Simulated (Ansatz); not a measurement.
# GePH (singlet): density functionals in def2-QZVPP

Aim: run GePH (singlet) with a set of functionals in one basis and compare levels, spin and time.

Method: def2-QZVPP, all electrons in the functionals, frozen cores in the correlation of double hybrids and RPA; program: Ansatz 0.2.0, Gaussian basis.

To be run: PBE, BLYP, r2SCAN, B97M-V, PBE0, B3LYP, wB97M-V, B2PLYP.

2 further runs of the same task are left out: 2 set aside as unsound or not needed.

**1. What is computed**

The geometry is a PBE0/def2-TZVP stationary point (not a proven minimum). No spin-orbit coupling is included. The filled d shell of Ge may be among the frozen orbitals whatever the setting's name suggests; the logs give the count.

3 atoms, charge 0, spin multiplicity 1.

Atoms are counted from 1 here; the program's logs count them from 0.

Bond lengths: Ge1–P2 1.995 Å, Ge1–H3 1.522 Å. Angles: P2–Ge1–H3 180.0°.

Coordinates:

```mol
GeHP
  3D, bonds by distance, orders not assigned

  3  2  0  0  0  0  0  0  0  0999 V2000
    0.0000    0.0000    0.1578 Ge  0  0
    0.0000    0.0000   -1.8373 P   0  0
    0.0000    0.0000    1.6795 H   0  0
  1  2  8  0
  1  3  8  0
M  END
```

No dispersion term is added; B97M-V, wB97M-V hold VV10 nonlocal correlation. B3LYP takes the VWN-RPA correlation.

**2. PBE (unrestricted)**

The input, in.yaml:

```yaml
crystal:
  periodic: [false, false, false]
  atoms:
    - {symbol: Ge, position_ang: [0.000000, 0.000000, 0.157800]}
    - {symbol: P, position_ang: [0.000000, 0.000000, -1.837300]}
    - {symbol: H, position_ang: [0.000000, 0.000000, 1.679500]}
basis:
  gaussian: {orbitals: "def2-QZVPP.json"}
magnetization: {spin_polarized: true, initial_magnetization: 0}
hamiltonian: {xc: {name: PBE}}
output: {orbitals: {seedname: orbitals}}
```

Started as:

```
ansatz run in.yaml --threads 2 --pin off --events-out ev --progress --plain --max-ram 24576MiB --backend cuda --devices 0, --max-vram 18GiB
```

Standard output:

```text
Functional definition: PBE
  name "PBE"
  cite "Perdew, Burke & Ernzerhof, Phys. Rev. Lett. 77, 3865 (1996) doi:10.1103/PhysRevLett.77.3865"
  parent pbe
  parameter kappa = 0.804
  parameter beta = 0.06672455060314922
  exchange = pbe_x(kappa = kappa, mu = beta*pi^2/3)
  correlation = pbe_c(beta = beta)
909 factors; their error is unknown
mean field evaluation 1: about -65807.8117 eV, gradient 2.7e1 eV
mean field evaluation 2: about -65777.1729 eV, gradient 7.1e1 eV
mean field evaluation 4: about -65810.7748 eV, gradient 3.6e0 eV
mean field evaluation 8: about -65810.8304 eV, gradient 1.4e-1 eV
mean field evaluation 16: about -65810.8190 eV, gradient 5.6e-5 eV
mean field -65810.81901434 eV, -2418.5029906017 hartree, gradient 6.0e-6 eV, S^2 0.000000; 1 other end points of the search recorded, 0 dependent functions left out
reference -65810.81904631 eV, -2418.5029917764 hartree; 24, 24 occupied and 165, 165 virtual orbitals, 909 factors
Total energy: -65810.81904631 eV, -2418.5029917764 hartree
```

Run time: 7 s. Hardware: 1 × H100 (card shared with other runs) with 2 threads of AMD EPYC 7R13, shared host; peak host memory 0.8 GiB.

From the report: ⟨S²⟩ of the determinant 0.000 (pure singlet: 0.00).

**3. BLYP (unrestricted)**

in.yaml: that of step 2 with these lines changed.

```diff
@@ -9,3 +9,2 @@
 magnetization: {spin_polarized: true, initial_magnetization: 0}
-hamiltonian: {xc: {name: PBE}}
-output: {orbitals: {seedname: orbitals}}
+hamiltonian: {xc: {name: BLYP}}
```

Same command.

Standard output:

```text
Functional definition: BLYP
  name "BLYP"
  cite "Becke, Phys. Rev. A 38, 3098 (1988) doi:10.1103/PhysRevA.38.3098"
  cite "Lee, Yang & Parr, Phys. Rev. B 37, 785 (1988) doi:10.1103/PhysRevB.37.785"
  parameter beta = 0.0042
  parameter a = 0.04918
  parameter b = 0.132
  parameter c = 0.2533
  parameter d = 0.349
  exchange = b88_x(beta = beta)
  correlation = lyp_c(a = a, b = b, c = c, d = d)
909 factors; their error is unknown
mean field evaluation 1: about -65822.2055 eV, gradient 2.8e1 eV
mean field evaluation 2: about -65789.9273 eV, gradient 7.2e1 eV
mean field evaluation 4: about -65825.3622 eV, gradient 3.9e0 eV
mean field evaluation 8: about -65825.4285 eV, gradient 2.4e-1 eV
mean field evaluation 16: about -65825.4168 eV, gradient 6.7e-6 eV
mean field -65825.41679245 eV, -2419.0394490525 hartree, gradient 5.2e-6 eV, S^2 0.000000; 0 other end points of the search recorded, 0 dependent functions left out
reference -65825.41705256 eV, -2419.0394586114 hartree; 24, 24 occupied and 165, 165 virtual orbitals, 909 factors
Total energy: -65825.41705256 eV, -2419.0394586114 hartree
```

It took 7 s on 1 × H100 (card shared with other runs) with 2 threads of AMD EPYC 7R13, shared host; peak host memory 0.79 GiB.

From the report: ⟨S²⟩ of the determinant 0.000 (pure singlet: 0.00).

**4. r2SCAN (unrestricted)**

in.yaml: that of step 3 with these lines changed.

```diff
@@ -9,2 +9,2 @@
 magnetization: {spin_polarized: true, initial_magnetization: 0}
-hamiltonian: {xc: {name: BLYP}}
+hamiltonian: {xc: {name: r2SCAN}}
```

Launched as before.

Standard output:

```text
Functional definition: r2SCAN
  name "r2SCAN"
  cite "Furness, Kaplan, Ning, Perdew & Sun, J. Phys. Chem. Lett. 11, 8208 (2020) doi:10.1021/acs.jpclett.0c02405"
  cite "Furness, Kaplan, Ning, Perdew & Sun, J. Phys. Chem. Lett. 11, 9248 (2020) doi:10.1021/acs.jpclett.0c03077"
  parent r2scan
  parameter k0 = 0.174
  parameter k1 = 0.065
  parameter a1 = 4.9479
  exchange = r2scan_x(k0 = k0, k1 = k1, a1 = a1)
  correlation = r2scan_c
909 factors; their error is unknown
mean field evaluation 1: about -65820.1906 eV, gradient 2.3e1 eV
mean field evaluation 2: about -65798.7803 eV, gradient 6.0e1 eV
mean field evaluation 4: about -65822.4220 eV, gradient 2.6e0 eV
mean field evaluation 8: about -65822.4393 eV, gradient 1.4e-1 eV
mean field evaluation 16: about -65822.4393 eV, gradient 7.1e-5 eV
mean field -65822.43928933 eV, -2418.9300278312 hartree, gradient 1.9e-5 eV, S^2 0.000000; 2 other end points of the search recorded, 0 dependent functions left out
reference -65822.43930352 eV, -2418.9300283526 hartree; 24, 24 occupied and 165, 165 virtual orbitals, 909 factors
Total energy: -65822.43930352 eV, -2418.9300283526 hartree
```

Run time: 6 s. Hardware: 1 × H100 (card shared with other runs) with 2 threads of AMD EPYC 7R13, shared host; peak host memory 0.83 GiB.

From the report: ⟨S²⟩ of the determinant 0.000 (pure singlet: 0.00).

**5. B97M-V (unrestricted)**

in.yaml: that of step 4 with these lines changed.

```diff
@@ -9,2 +9,2 @@
 magnetization: {spin_polarized: true, initial_magnetization: 0}
-hamiltonian: {xc: {name: r2SCAN}}
+hamiltonian: {xc: {name: B97M-V}}
```

Same command.

Standard output (excerpt; [...] marks lines left out):

```text
Functional definition: B97M-V
  name "B97M-V"
  cite "Mardirossian & Head-Gordon, J. Chem. Phys. 142, 074111 (2015) doi:10.1063/1.4907719"
  cite "Becke, J. Chem. Phys. 107, 8554 (1997) doi:10.1063/1.475007"
  cite "Vydrov & Van Voorhis, J. Chem. Phys. 133, 244103 (2010) doi:10.1063/1.3521275"
  # Of w^i u^j: cxij and so on, Table III.
[...]
  gx(w, u) = cx00 + cx01*u + cx02*u^2 + (cx10 + cx11*u)*w
  gss(w, u) = css00 + css02*u^2 + css10*w + (css32*w^3 + css42*w^4)*u^2
  gos(w, u) = cos00 + cos01*u + cos03*u^3 + cos10*w + cos32*w^3*u^2
[...]
      + integral(e_c_pw_mod_opposite_spin*gos(b97_w_opposite, b97_u_opposite)) + vv10(b, c)
909 factors; their error is unknown
[...]
mean field -65810.38451376 eV, -2418.4870229999 hartree, gradient 8.6e-5 eV, S^2 0.000000; 1 other end points of the search recorded, 0 dependent functions left out
reference -65810.38456115 eV, -2418.4870247415 hartree; 24, 24 occupied and 165, 165 virtual orbitals, 909 factors
Total energy: -65810.38456115 eV, -2418.4870247415 hartree
```

Run time: 7.5 s. Hardware: 1 × H100 (card shared with other runs) with 2 threads of AMD EPYC 7R13, shared host; peak host memory 0.87 GiB.

From the report: ⟨S²⟩ of the determinant 0.000 (pure singlet: 0.00).

**6. PBE0 (unrestricted)**

in.yaml: that of step 5 with these lines changed.

```diff
@@ -9,2 +9,3 @@
 magnetization: {spin_polarized: true, initial_magnetization: 0}
-hamiltonian: {xc: {name: B97M-V}}
+hamiltonian: {xc: {name: PBE0}}
+output: {orbitals: {seedname: orbitals}}
```

Same command.

Standard output:

```text
Functional definition: PBE0
  name "PBE0"
  cite "Adamo & Barone, J. Chem. Phys. 110, 6158 (1999) doi:10.1063/1.478522"
  cite "Perdew, Burke & Ernzerhof, Phys. Rev. Lett. 77, 3865 (1996) doi:10.1103/PhysRevLett.77.3865"
  parent pbe
  parameter a = 0.25
  parameter kappa = 0.804
  parameter beta = 0.06672455060314922
  exchange = (1 - a)*pbe_x(kappa = kappa, mu = beta*pi^2/3) + a*exact_x
  correlation = pbe_c(beta = beta)
988 factors; their error is unknown
mean field evaluation 1: about -65810.4916 eV, gradient 2.1e1 eV
mean field evaluation 2: about -65798.0692 eV, gradient 4.8e1 eV
mean field evaluation 4: about -65812.4912 eV, gradient 2.1e0 eV
mean field evaluation 8: about -65812.6720 eV, gradient 3.0e-1 eV
mean field evaluation 16: about -65811.8317 eV, gradient 4.0e0 eV
mean field -65812.67197305 eV, -2418.5710855785 hartree, gradient 2.0e-5 eV, S^2 0.000000; 1 other end points of the search recorded, 0 dependent functions left out
reference -65812.67199704 eV, -2418.5710864601 hartree; 24, 24 occupied and 165, 165 virtual orbitals, 988 factors
Total energy: -65812.67199704 eV, -2418.5710864601 hartree
```

Run time: 8.5 s. Hardware: 1 × H100 (card shared with other runs) with 2 threads of AMD EPYC 7R13, shared host; peak host memory 0.81 GiB.

From the report: ⟨S²⟩ of the determinant 0.000 (pure singlet: 0.00).

**7. B3LYP (unrestricted)**

in.yaml: that of step 6 with these lines changed.

```diff
@@ -9,3 +9,2 @@
 magnetization: {spin_polarized: true, initial_magnetization: 0}
-hamiltonian: {xc: {name: PBE0}}
-output: {orbitals: {seedname: orbitals}}
+hamiltonian: {xc: {name: B3LYP}}
```

Launched as before.

Standard output (excerpt; [...] marks lines left out):

```text
Functional definition: B3LYP
  name "B3LYP"
  cite "Stephens, Devlin, Chabalowski & Frisch, J. Phys. Chem. 98, 11623 (1994) doi:10.1021/j100096a001"
  cite "Becke, Phys. Rev. A 38, 3098 (1988) doi:10.1103/PhysRevA.38.3098"
  cite "Lee, Yang & Parr, Phys. Rev. B 37, 785 (1988) doi:10.1103/PhysRevB.37.785"
  cite "Vosko, Wilk & Nusair, Can. J. Phys. 58, 1200 (1980) doi:10.1139/p80-159"
[...]
981 factors; their error is unknown
[...]
mean field -65825.25887184 eV, -2419.0336455772 hartree, gradient 2.4e-5 eV, S^2 0.000000; 1 other end points of the search recorded, 0 dependent functions left out
reference -65825.25906568 eV, -2419.0336527007 hartree; 24, 24 occupied and 165, 165 virtual orbitals, 981 factors
Total energy: -65825.25906568 eV, -2419.0336527007 hartree
```

Run time: 9 s. Hardware: 1 × H100 (card shared with other runs) with 2 threads of AMD EPYC 7R13, shared host; peak host memory 0.8 GiB.

From the report: ⟨S²⟩ of the determinant 0.000 (pure singlet: 0.00).

**8. wB97M-V (unrestricted)**

in.yaml: that of step 7 with these lines changed.

```diff
@@ -9,2 +9,3 @@
 magnetization: {spin_polarized: true, initial_magnetization: 0}
-hamiltonian: {xc: {name: B3LYP}}
+hamiltonian: {xc: {name: wB97M-V}}
+output: {orbitals: {seedname: orbitals}}
```

Same command.

Standard output (excerpt; [...] marks lines left out):

```text
Functional definition: wB97M-V
  name "wB97M-V"
  cite "Mardirossian & Head-Gordon, J. Chem. Phys. 144, 214110 (2016) doi:10.1063/1.4952647"
  cite "Becke, J. Chem. Phys. 107, 8554 (1997) doi:10.1063/1.475007"
  cite "Vydrov & Van Voorhis, J. Chem. Phys. 133, 244103 (2010) doi:10.1063/1.3521275"
  # Of w^i u^j: cxij and so on, Table III.
[...]
  gx(w, u) = 1 - cx + cx01*u + cx10*w
  gss(w, u) = css00 + css04*u^4 + css10*w + css20*w^2 + css43*w^4*u^3
  gos(w, u) = cos00 + cos10*w + (cos20 + cos21*u)*w^2 + (cos60 + cos61*u)*w^6
[...]
      + integral(e_c_pw_mod_opposite_spin*gos(b97_w_opposite, b97_u_opposite)) + vv10(b, c)
944 factors; their error is unknown
169 factors; integrals over basis functions are off by at most 5.8e-5 eV
[...]
mean field -65819.48448525 eV, -2418.8214407839 hartree, gradient 1.9e-5 eV, S^2 0.000000; 1 other end points of the search recorded, 0 dependent functions left out
reference -65819.48452338 eV, -2418.8214421854 hartree; 24, 24 occupied and 165, 165 virtual orbitals, 944 factors
Total energy: -65819.48452338 eV, -2418.8214421854 hartree
```

Wall time 8.5 s (1 × H100 (card shared with other runs) with 2 threads of AMD EPYC 7R13, shared host); peak host memory 0.89 GiB.

From the report: ⟨S²⟩ of the determinant 0.000 (pure singlet: 0.00).

**9. B2PLYP (unrestricted)**

in.yaml: that of step 8 with these lines changed.

```diff
@@ -9,3 +9,3 @@
 magnetization: {spin_polarized: true, initial_magnetization: 0}
-hamiltonian: {xc: {name: wB97M-V}}
-output: {orbitals: {seedname: orbitals}}
+hamiltonian: {xc: {name: B2PLYP}}
+correlation: {electrons: outside_noble_gas}
```

Launched as before.

Standard output (excerpt; [...] marks lines left out):

```text
Functional definition: B2PLYP
  name "B2PLYP"
  cite "Grimme, J. Chem. Phys. 124, 034108 (2006) doi:10.1063/1.2148954"
  cite "Becke, Phys. Rev. A 38, 3098 (1988) doi:10.1103/PhysRevA.38.3098"
  cite "Lee, Yang & Parr, Phys. Rev. B 37, 785 (1988) doi:10.1103/PhysRevB.37.785"
[...]
1204 factors; integrals over basis functions are off by at most 1.1e-3 eV
[...]
mean field -65806.39206921 eV, -2418.3403033688 hartree, gradient 2.0e-6 eV, S^2 0.000000; 6 other end points of the search recorded, 0 dependent functions left out
19 core orbitals not correlated: weight in the atoms' cores, before any rotation towards them, 0.998 or more for the frozen orbitals, at most 0.001 for the correlated occupied ones
reference -65806.39219135 eV, -2418.3403078574 hartree; 5, 5 occupied and 165, 165 virtual orbitals, 1204 factors
second order -9.61472196 eV of doubles, -0.00000000 eV of singles
Total energy: -65808.98816628 eV, -2418.4357081765 hartree
```

It took 8 s on 1 × H100 (card shared with other runs) with 2 threads of AMD EPYC 7R13, shared host; peak host memory 0.97 GiB.

From the report: ⟨S²⟩ of the determinant 0.000 (pure singlet: 0.00).

**10. Side by side**

| functional | energy (eV) | ⟨S²⟩ | time |
| --- | --- | --- | --- |
| PBE | -65810.8190 | 0.000 | 7 s |
| BLYP | -65825.4171 | 0.000 | 7 s |
| r2SCAN | -65822.4393 | 0.000 | 6 s |
| B97M-V | -65810.3846 | 0.000 | 7.5 s |
| PBE0 | -65812.6720 | 0.000 | 8.5 s |
| B3LYP | -65825.2591 | 0.000 | 9 s |
| wB97M-V | -65819.4845 | 0.000 | 8.5 s |
| B2PLYP | -65808.9882 | 0.000 | 8 s |

Orbital levels of the runs that wrote orbitals: PBE HOMO -6.00, LUMO -2.73 eV; PBE0 HOMO -6.90, LUMO -2.00 eV; wB97M-V HOMO -8.81, LUMO -0.17 eV.

**11. Results**

| quantity | value |
| --- | --- |
| spread of total energies | 16.4 eV |
| quickest, slowest | r2SCAN 6 s, B3LYP 9 s |

What this shows: Total energies of different functionals can't be ranked; only differences within one functional count.
